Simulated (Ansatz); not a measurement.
# TiH2 (singlet): from Hartree-Fock to the top rungs at scale of all distances = 1.000, def2-SVP

How much of the correlation energy of TiH2 (singlet) does each wave-function method recover here?

Computed with Ansatz 0.2.0, Gaussian basis. Level: def2-SVP, core rule «outside noble gas», up to 9 orbitals frozen.

The runs, in order: UHF; CCSD(T) on RHF; CCSD(T) on UHF; CISD; CCSDT(Q) on RHF; CCSDT(Q) on UHF; CASSCF and MRCISD+Q, 2 electrons in 2 orbitals; CASSCF and NEVPT2, 2 electrons in 2 orbitals; CASSCF and MRCISD+Q, 6 electrons in 8 orbitals; CASSCF and NEVPT2, 6 electrons in 8 orbitals; Full CI.

15 further runs of the same task are left out: 4 for a known fault of the program, 10 that didn't finish, 1 set aside as unsound or not needed.

## (1) The geometry

The geometry derives from a PBE0/def2-TZVP stationary point (not a proven minimum). All distances are scaled together.

3 atoms, charge 0, spin multiplicity 1.

Atoms are counted from 1 here; the program's logs count them from 0.

Bond lengths: Ti1–H2 1.847 Å, Ti1–H3 1.847 Å. Angles: H2–Ti1–H3 180.0°.

## (2) UHF

Input file in.yaml:

```yaml
crystal:
  periodic: [false, false, false]
  atoms:
    - {symbol: Ti, position_ang: [0.000000, 0.000000, 0.000000]}
    - {symbol: H, position_ang: [0.000000, 0.000000, -1.847400]}
    - {symbol: H, position_ang: [0.000000, 0.000000, 1.847400]}
basis:
  gaussian: {orbitals: def2-SVP}
magnetization: {spin_polarized: true, initial_magnetization: 0}
hamiltonian: {xc: hf}
output: {orbitals: {seedname: orbitals}}
```

On the command line:

```sh
$ ansatz run in.yaml --threads 1 --pin off --events-out ev --progress --plain --max-ram 2393MiB
```

After this run come: CCSD(T) on RHF; CCSD(T) on UHF; CISD; CCSDT(Q) on RHF; CCSDT(Q) on UHF; CASSCF and MRCISD+Q, 2 electrons in 2 orbitals; CASSCF and NEVPT2, 2 electrons in 2 orbitals; CASSCF and MRCISD+Q, 6 electrons in 8 orbitals; CASSCF and NEVPT2, 6 electrons in 8 orbitals; Full CI.

**Question.** What will the summary of the whole plan be? Wanted: FCI below the RHF energy; RMP2 from FCI; RCCSD from FCI; RCCSD(T) from FCI; RCCSDT(Q) from FCI; T1 diagnostic; effectively unpaired electrons.

As calculated:

| quantity | value |
| --- | --- |
| FCI below the RHF energy | -2.7639 eV |
| RMP2 from FCI | +107.0 kJ/mol |
| RCCSD from FCI | +20.0 kJ/mol |
| RCCSD(T) from FCI | +10.4 kJ/mol |
| RCCSDT(Q) from FCI | +0.8 kJ/mol |
| levels within 1 kcal/mol (43 meV) | RCCSDT, RCCSDT(Q) |
| T1 diagnostic | 0.012 |
| effectively unpaired electrons | 1.96 |

RCCSD(T) misses by +10.4 kJ/mol, 3.9 % of the correlation energy. With 2.0 effectively unpaired electrons against 0 the state is strongly multireference. Coupled cluster on one determinant still stays close here. These misses are within one basis, not against nature.
